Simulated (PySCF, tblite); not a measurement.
# C₇H₆ClS radical: geometry, infrared bands and EPR parameters

Aim: predict the infrared bands and EPR parameters of C₇H₆ClS radical (`C/C(Cl)=C\c1cc[c]s1`).

The runs use tblite 0.8.0 and PySCF 2.14.0, with density-fitted response routines of our own; the level of theory stands in each step. All values are computed, except where a source is named. Atoms count from 0, in the outputs and in this text.

### Step 1. The starting structure

15 atoms, charge 0, multiplicity 2; geometry from: force field or distance geometry start.

Bonds of the start (Å): C0–C1 1.47, C1–Cl2 1.75, C1–C3 1.32, C3–C4 1.45, C4–C5 1.34, C5–C6 1.36, C6–C7 1.35, C7–S8 1.87, S8–C4 1.89, C0–H9 1.10, C0–H10 1.11, C0–H11 1.10, C3–H12 1.11, C5–H13 1.11, C6–H14 1.11.

### Step 2. Relaxing the molecule with GFN2-xTB

Job settings and geometry (Å):

```
{"job": {"kind": "relax", "xc": "GFN2-xTB", "basis": "xTB"}, "charge": 0, "multiplicity": 2}
C     -1.911900     1.004000    -0.385200
C     -1.822600    -0.315300     0.252500
Cl    -3.289100    -1.048100     0.851500
C     -0.683600    -0.972200     0.411500
C      0.585100    -0.426300    -0.041000
C      1.772400    -0.550300     0.565400
C      2.838200     0.046700    -0.034600
C      2.601000     0.708500    -1.185100
S      0.784000     0.585800    -1.630300
H     -1.191400     1.734300     0.019800
H     -2.917900     1.439400    -0.217100
H     -1.801900     0.862300    -1.470800
H     -0.713300    -1.954800     0.921600
H      1.889300    -1.112200     1.518000
H      3.857200     0.006000     0.402100
```

Run with:

```sh
> OMP_NUM_THREADS=1 python probes_run.py task.json out
```

The driver reads the jobs from task.json and runs them one after another.

**Question.** This job is followed by: GFN2-xTB harmonic vibrations, gas phase; UKS B3LYP, pcH-1 on C Cl H S, non-relativistic, mean-field spin-orbit, GIAO. Predict these results of the whole session: strongest single infrared mode (GFN2-xTB); zero-point energy (GFN2-xTB); g(iso) (B3LYP); ⟨S²⟩; largest a(iso) (averaged by class); potential on the surface of density 0.002 e/bohr³, 1st and 99th percentile.

As calculated:

| quantity | value |
| --- | --- |
| strongest single infrared mode (GFN2-xTB) | 1630 cm⁻¹, 132 km/mol |
| zero-point energy (GFN2-xTB) | 64.5 kcal/mol |
| g(iso) (B3LYP) | 2.00151 |
| ⟨S²⟩ | 0.761 (exact 0.75) |
| largest a(iso) (averaged by class) | 13C on C7, 521.2 MHz |
| potential on the surface of density 0.002 e/bohr³, 1st and 99th percentile | -0.51 V and 1.13 V |

**Reading.** Over 103 steps the energy fell by 0.830 eV; of the close pairs, C7–S8 changed most, 1.875 to 1.695 Å. All 39 modes are real, so the xTB geometry is a minimum. The strongest single mode, at 1630 cm⁻¹, moves mainly C1 and C3. GFN2-xTB is a fitted tight-binding method: band positions and strengths are rough. Its intensities can rank the bands wrongly. C7 carries the largest spin population, 0.99 e. The isotropic g lies 0.8 ppt below the free-electron value.
